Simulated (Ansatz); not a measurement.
# TiTe3Se: a closer look at a trial structure

This session takes a relaxed cell of TiTe3Se and sets out to compute bands, density of states and charges.

Method: DFT PBE, scalar-relativistic, plane waves, PAW, in Ansatz 0.2.0.

## 1. The starting structure

Symmetry: R-3m, No. 166, trigonal system. Conventional cell: a = 6.628 Å, b = 6.628 Å, c = 11.530 Å, α = 90.00°, β = 90.00°, γ = 120.00°. Ti (site symmetry -3m) has 6 Te at 2.71 Å in its first shell of neighbours. Te (site symmetry 2/m) has 2 Ti at 2.71 Å in its first shell of neighbours. Around Se (site symmetry -3m) lie 6 Te at 3.31 Å.

As a file:

```cif
data_structure
_symmetry_space_group_name_H-M 'R-3m:H'
_symmetry_Int_Tables_number 166
_cell_length_a 6.6280
_cell_length_b 6.6280
_cell_length_c 11.5298
_cell_angle_alpha 90.000
_cell_angle_beta 90.000
_cell_angle_gamma 120.000
_cell_volume 438.64
loop_
_atom_site_label
_atom_site_type_symbol
_atom_site_symmetry_multiplicity
_atom_site_Wyckoff_symbol
_atom_site_fract_x
_atom_site_fract_y
_atom_site_fract_z
_atom_site_occupancy
Ti1 Ti 3 a 0.00000 0.00000 0.00000 1
Te1 Te 9 d 0.16667 0.33333 0.83333 1
Se1 Se 3 b 0.33333 0.66667 0.16667 1
```

It is the end of an earlier relaxation with the same method, from a generated guess; it needn't be the stable form of this composition. At a tolerance of 0.05 Å it has space group R-3m (No. 166); it has 29.24 Å³/atom, an uncorrected energy of +0.06 eV/atom over the elements.

## 2. Electronic structure at the relaxed geometry

Contents of input.yaml:

```yaml
crystal:
  lattice:
    - [3.3139853121, 1.913330312, 3.8432621375]
    - [-3.3139853121, 1.913330312, 3.8432621375]
    - [0.0, -3.8266606241, 3.8432621374]
  atoms:
    - { symbol: Ti, position: [0.0, 0.0, 0.0], spin: 0.26 }
    - { symbol: Te, position: [0.0, 0.0, 0.5] }
    - { symbol: Te, position: [0.5, 0.0, 0.0] }
    - { symbol: Te, position: [0.0, 0.5, 0.0] }
    - { symbol: Se, position: [0.5, 0.5, 0.5] }
basis:
  ecutwfc: 420
kpoints:
  mp_grid: { grid: [6, 6, 6] }
  band_path:
    path:
      - [[0.0, 0.0, 0.0], [0.5, 0.5, 0.5], [0.66810344, 0.33189656, 0.5]]
      - [[0.5, -0.33189656, 0.33189656], [0.5, 0.0, 0.0], [0.0, 0.0, 0.0], [0.41594828, -0.41594828, 0.0]]
      - [[0.58405172, 0.0, 0.41594828], [0.5, 0.0, 0.5], [0.0, 0.0, 0.0]]
    npoints: 14
hamiltonian:
  xc: pbe
scf:
  occupations: { method: gaussian, width: 0.1 }
  n_extra_bands: 12
output:
  forces: true
  stress: true
  eigenvalues: true
  populations: true
  dos: { projected: true, de: 0.02, nscf_kmesh: { grid: [8, 8, 8] } }
  bader: true
  write_density: true
  write_potential: true
  elf: true
  volumetric_format: npy
magnetization:
  spin_polarized: true
checkpoint:
  read: start.run
  write: ck
  compress: false
  write_wavefunctions: false
  write_every: 100000
```

Launch:

```
$ ansatz run input.yaml --threads 1 --pin off --max-ram 2560MiB --backend cpu --events-out ev --progress --plain --runs-dir out
```

Before running it: what results should come out? Wanted: gap; states at the Fermi level; Bader charges.

**Answer**, as computed:

| quantity | value |
| --- | --- |
| gap | none (metal) |
| states at the Fermi level | 3.24 per eV per cell |
| Bader charges | Ti +1.30, Te -0.28, Se -0.47 e |

In words: It comes out metallic. Of the projected weight within 0.25 eV of the Fermi level, the largest part is Ti 3d (39 %) and Te 5p (32 %). Bader charges go up to 1.3 e. These runs have no spin-orbit coupling; with Te it would split and shift bands. Other magnetic orders were not searched.
